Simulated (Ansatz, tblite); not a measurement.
# SnH2Me(NEt2) (C₅H₁₅NSn): one state, many levels

An exercise on one series of results from a longer session: the logs are not shown, and one member is left open.

Computed with Ansatz 0.2.0, Gaussian basis. Level: as each input shows.

The runs, in order: GFN1-xTB, GFN2-xTB, PBE-D4/def2-TZVP, r2SCAN-D4/def2-TZVP, LDA/def2-TZVP, HF/def2-TZVP, B3LYP-D4/def2-TZVP, PBE-D4/def2-SVP, PBE0-D4/def2-SVP, PBE0-D4/def2-TZVPD, PBE-D4/def2-TZVPD, LDA/def2-TZVPD, CCSD(T)/def2-SVP, MP2/def2-TZVP, RPA/def2-TZVP.

4 further runs of the same task are left out: 1 that didn't finish, 3 set aside as unsound or not needed.

## The structure

The singlet was relaxed beforehand with r2SCAN-D4/def2-SVP.

22 atoms, charge 0, spin multiplicity 1.

Bond lengths: Sn1–H2 1.718 Å, Sn1–H3 1.719 Å, Sn1–C4 2.166 Å, Sn1–N8 2.052 Å, C4–H5 1.100 Å, C4–H6 1.101 Å, C4–H7 1.099 Å, N8–C9 1.452 Å, N8–C11 1.455 Å, C9–C10 1.532 Å, C9–H13 1.106 Å, C9–H14 1.108 Å, C10–H15 1.103 Å, C10–H16 1.102 Å, C10–H17 1.103 Å, C11–C12 1.529 Å, C11–H18 1.112 Å, C11–H19 1.106 Å and more. Angles: H2–Sn1–H3 112.5°, H2–Sn1–C4 111.1°, H2–Sn1–N8 104.9°, H3–Sn1–C4 109.6°, H3–Sn1–N8 105.0°, C4–Sn1–N8 113.5°, Sn1–C4–H5 109.7°, Sn1–C4–H6 110.0°, Sn1–C4–H7 110.3°, H5–C4–H6 108.9°, H5–C4–H7 108.9°, H6–C4–H7 109.0°, Sn1–N8–C9 119.5°, Sn1–N8–C11 119.3°, C9–N8–C11 115.6°, N8–C9–C10 115.3°, N8–C9–H13 109.0°, N8–C9–H14 108.9° and more.

Sn takes a core potential in the def2 sets. No spin-orbit coupling is included.

PBE0-D4/def2-TZVP was run before; its log isn't repeated, and its numbers join the tables.

Set-up of the first run:

Tight binding, by tblite at 300 K electronic temperature and without a spin-polarisation term:

```python
tblite.interface.Calculator('GFN1-xTB', numbers, positions, charge=0, uhf=0).singlepoint()
```

Tight binding, by tblite at 300 K electronic temperature and without a spin-polarisation term:

```python
tblite.interface.Calculator('GFN2-xTB', numbers, positions, charge=0, uhf=0).singlepoint()
```

start.molden holds the orbitals of an earlier run on this state, given as this run's starting guess.

The input, in.yaml:

```yaml
crystal:
  periodic: [false, false, false]
  atoms:
    - {symbol: Sn, position_ang: [1.086621, 1.427475, 0.823094]}
    - {symbol: H, position_ang: [1.058302, 1.384072, 2.540213]}
    - {symbol: H, position_ang: [2.681699, 1.546539, 0.193663]}
    - {symbol: C, position_ang: [-0.116887, 3.059855, 0.063403]}
    - {symbol: H, position_ang: [-0.252856, 2.946321, -1.022336]}
    - {symbol: H, position_ang: [0.382935, 4.020243, 0.260805]}
    - {symbol: H, position_ang: [-1.103793, 3.062813, 0.547953]}
    - {symbol: N, position_ang: [0.420257, -0.422355, 0.235993]}
    - {symbol: C, position_ang: [-0.669385, -1.052272, 0.960592]}
    - {symbol: C, position_ang: [-2.059547, -0.468954, 0.690309]}
    - {symbol: C, position_ang: [0.564820, -0.823504, -1.155383]}
    - {symbol: C, position_ang: [1.283637, -2.162635, -1.319006]}
    - {symbol: H, position_ang: [-0.459903, -0.996723, 2.045511]}
    - {symbol: H, position_ang: [-0.679975, -2.134432, 0.722928]}
    - {symbol: H, position_ang: [-2.111639, 0.586197, 1.008891]}
    - {symbol: H, position_ang: [-2.310715, -0.504560, -0.382250]}
    - {symbol: H, position_ang: [-2.841705, -1.022741, 1.235917]}
    - {symbol: H, position_ang: [-0.418707, -0.869771, -1.673114]}
    - {symbol: H, position_ang: [1.138532, -0.050923, -1.700187]}
    - {symbol: H, position_ang: [2.295442, -2.110005, -0.887547]}
    - {symbol: H, position_ang: [0.744359, -2.975217, -0.806572]}
    - {symbol: H, position_ang: [1.368517, -2.439442, -2.382866]}
basis:
  gaussian: {orbitals: def2-TZVP, initial_orbitals: start.molden}
hamiltonian: {xc: pbe, dispersion: d4}
scf: {omitted_lower_state_checks: [starts]}
output: {orbitals: {seedname: orbitals}}
```

Run with:

```
ansatz run in.yaml --threads 4 --pin off --events-out ev --progress --plain --max-ram 4787MiB
```

Among the steps run: PBE-D4/def2-TZVP; r2SCAN-D4/def2-TZVP; LDA/def2-TZVP; HF/def2-TZVP; B3LYP-D4/def2-TZVP; PBE-D4/def2-SVP; PBE0-D4/def2-SVP; PBE0-D4/def2-TZVPD; PBE-D4/def2-TZVPD; LDA/def2-TZVPD; CCSD(T)/def2-SVP; MP2/def2-TZVP; RPA/def2-TZVP.

One of the session's tables, all rows but one given; the rest of the session is left out.

```
             method  binding an atom (eV)
        HF/def2-SVP                 2.796
       HF/def2-TZVP                 2.756
      LDA/def2-TZVP                 4.258
     LDA/def2-TZVPD                 4.259
    PBE-D4/def2-SVP                 3.831
   PBE-D4/def2-TZVP                 3.808
  PBE-D4/def2-TZVPD                 3.809
r2SCAN-D4/def2-TZVP                 3.747
 B3LYP-D4/def2-TZVP                 3.755
   PBE0-D4/def2-SVP                 3.789
  PBE0-D4/def2-TZVP                 3.762
 PBE0-D4/def2-TZVPD                 3.763
       MP2/def2-SVP                 3.592
      MP2/def2-TZVP                 3.632
      CCSD/def2-SVP                     ?
   CCSD(T)/def2-SVP                 3.589
```

Estimate the missing values for CCSD/def2-SVP.

The run gave: binding an atom (eV): 3.556. In the column «binding an atom (eV)» it lies between HF/def2-SVP (2.796) and CCSD(T)/def2-SVP (3.589).

Among the levels timed on like hardware and quicker than the yardstick, those that no quicker one beats, quickest first: PBE-D4/def2-SVP (9.6 s, +0.241 eV); PBE0-D4/def2-SVP (15 s, +0.199 eV); r2SCAN-D4/def2-TZVP (23 s, +0.157 eV); MP2/def2-TZVP (39 s, +0.042 eV).

To keep in mind: Free atoms were run apart at each level; binding is atoms less cluster, divided by the number of atoms, without zero-point or spin-orbit terms. The yardstick is in a double-zeta basis, so levels in larger sets aren't compared like for like. CCSD(T)/def2-SVP isn't at the basis-set limit; small misses against it rank nothing.
